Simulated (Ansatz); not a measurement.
**C2H6ClFSi: a dynamics run in two tries**

Wanted: a short trajectory, and a check that the input is sound. SMILES of the start: FC(Cl)C[SiH3].

Method: RKS BLYP/STO-3G, in Ansatz 0.2.0.

**1. The structure to begin with**

Bond lengths: F1–C2 1.356 Å, C2–Cl3 1.994 Å, C2–C4 1.641 Å, C4–Si5 1.908 Å, C2–H6 1.100 Å, C4–H7 1.091 Å, C4–H8 1.123 Å, Si5–H9 1.430 Å, Si5–H10 1.447 Å, Si5–H11 1.452 Å. Angles (14 of 18 angles, heavy atoms first): F1–C2–Cl3 109.7°, F1–C2–C4 110.6°, Cl3–C2–C4 102.3°, C2–C4–Si5 121.9°, F1–C2–H6 115.5°, Cl3–C2–H6 102.4°, C4–C2–H6 115.0°, C2–C4–H7 109.3°, C2–C4–H8 101.7°, Si5–C4–H7 104.5°, Si5–C4–H8 109.1°, C4–Si5–H9 109.8°, C4–Si5–H10 115.4°, C4–Si5–H11 105.5°.

As a file:

```xyz
11

F    -0.3283    0.0723    2.1486
C     0.6909   -0.2924    1.3326
Cl    1.2922   -2.1370    1.7935
C     0.1608   -0.4714   -0.2104
Si   -0.7347    0.9344   -1.1380
H     1.6172    0.2918    1.4410
H     1.0038   -0.7283   -0.8529
H    -0.5340   -1.3480   -0.1121
H    -1.3646    1.8096   -0.1987
H     0.1253    1.8468   -1.8596
H    -1.5391    0.2778   -2.1536
```

**2. The run**

input.yaml reads:

```yaml
crystal:
  periodic: [false, false, false]
  atoms:
    - { symbol: F, position_ang: [-0.328344, 0.072337, 2.148556] }
    - { symbol: C, position_ang: [0.690852, -0.292384, 1.332562] }
    - { symbol: Cl, position_ang: [1.292187, -2.137041, 1.793503] }
    - { symbol: C, position_ang: [0.160838, -0.471385, -0.210432] }
    - { symbol: Si, position_ang: [-0.734723, 0.934354, -1.138043] }
    - { symbol: H, position_ang: [1.617196, 0.291751, 1.440965] }
    - { symbol: H, position_ang: [1.0038, -0.728349, -0.852928] }
    - { symbol: H, position_ang: [-0.534048, -1.347965, -0.112066] }
    - { symbol: H, position_ang: [-1.364609, 1.809595, -0.19871] }
    - { symbol: H, position_ang: [0.125349, 1.846817, -1.859555] }
    - { symbol: H, position_ang: [-1.539055, 0.277751, -2.153623] }
basis:
  gaussian: { orbitals: STO-3G }
hamiltonian:
  xc: blyp
md:
  timestep: 0.5
  n_steps: 25
  ensemble: nve
  temperature: 1000.0
  initial_velocities: maxwell_boltzmann
  seed: 628543
  friction: 0.01
scf:
  lower_state_search: "off"
```

On the command line:

```sh
$ ansatz run input.yaml --threads 1 --pin off --max-ram 2048MiB --backend cpu --events-out ev --progress --plain --runs-dir out
```

What does the calculation give? Wanted: first try.

The runs gave:

| quantity | value |
| --- | --- |
| first try | refused |
| cause | friction belongs to the Langevin ensembles, and this run is at constant energy |

In words: The fault in the first input was caught at the input check and cost nothing.
